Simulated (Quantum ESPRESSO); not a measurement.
**Ho in Quantum ESPRESSO: convergence with k mesh**

Input of the first run (k mesh 1 × 1 × 1); the others differ in this setting and in those tied to it:

pw.in

```
&CONTROL
  calculation = 'scf'
  prefix = 'pwscf'
  outdir = './tmp'
  pseudo_dir = './pseudo'
  tprnfor = .true.
  tstress = .true.
  disk_io = 'nowf'
/
&SYSTEM
  ibrav = 0
  nat = 2
  ntyp = 1
  ecutwfc = 55
  ecutrho = 440
  nbnd = 33
  occupations = 'smearing'
  smearing = 'fd'
  degauss = 0.00999582
  nspin = 2
  starting_magnetization(1) = 0.1905
/
&ELECTRONS
  conv_thr = 4d-10
  electron_maxstep = 120
  mixing_beta = 0.3
/
ATOMIC_SPECIES
Ho   164.9303 Ho.paw.z_21.atompaw.wentzcovitch.v1.2.upf
CELL_PARAMETERS angstrom
   3.5773000000    0.0000000000    0.0000000000
  -1.7886500000    3.0980326770    0.0000000000
   0.0000000000    0.0000000000    5.6158000000
ATOMIC_POSITIONS crystal
Ho     0.6666666667    0.3333333333    0.7500000000
Ho     0.3333333333    0.6666666667    0.2500000000
K_POINTS automatic
1 1 1 0 0 0
```

Potentials or basis: SSSP 1.3 efficiency PBE.

Launch:

```bash
$ OMP_NUM_THREADS=1 pw.x -in pw.in > pw.out
```

Hardware: 1 thread of Arm Neoverse V1 (shared host).

**Question.** The values tried are 1 × 1 × 1, 2 × 2 × 1, 3 × 3 × 2, 4 × 4 × 2, 4 × 4 × 3, 5 × 5 × 4, 6 × 6 × 4, 7 × 7 × 5, 8 × 8 × 6, loosest first. From which on does the absolute moment stay within 0.02 μB of the tightest run that finished?

**Answer.** From 4 × 4 × 2 on.

```csv
k mesh,"energy less the tightest run, at zero smearing (meV/atom)",pressure (GPa),absolute moment (μB),SCF cycles,CPU time (s),peak memory (GiB)
1 × 1 × 1,-2900.81,8.27,7.06,25,150,0.66
2 × 2 × 1,-677.65,-8.72,7.51,25,160,0.66
3 × 3 × 2,37.38,0.80,7.50,45,320,0.67
4 × 4 × 2,-25.92,1.19,7.17,46,340,0.68
4 × 4 × 3,6.37,1.60,7.17,44,330,0.68
5 × 5 × 4,4.35,1.50,7.16,39,370,0.71
6 × 6 × 4,-1.04,1.38,7.18,41,420,0.72
7 × 7 × 5,-1.80,1.42,7.17,36,400,0.73
8 × 8 × 6,0.00,1.33,7.17,32,490,0.77
```

Against the tightest run, the pressure stays within 0.1 GPa from 6 × 6 × 4 on. Not settled before the last step: the energy (to 1 meV/atom). Meshes of other sizes hit other points, so gaps and Fermi surfaces needn't settle smoothly. The tightest run that finished is the yardstick and may itself not be fully converged.

Caveat, for the tightest run too: the magnetic or orbital state may not be the lowest; spin-orbit coupling is left out, which moves the levels of the heavy elements. The state reached can hang on the start; a lower one may exist.
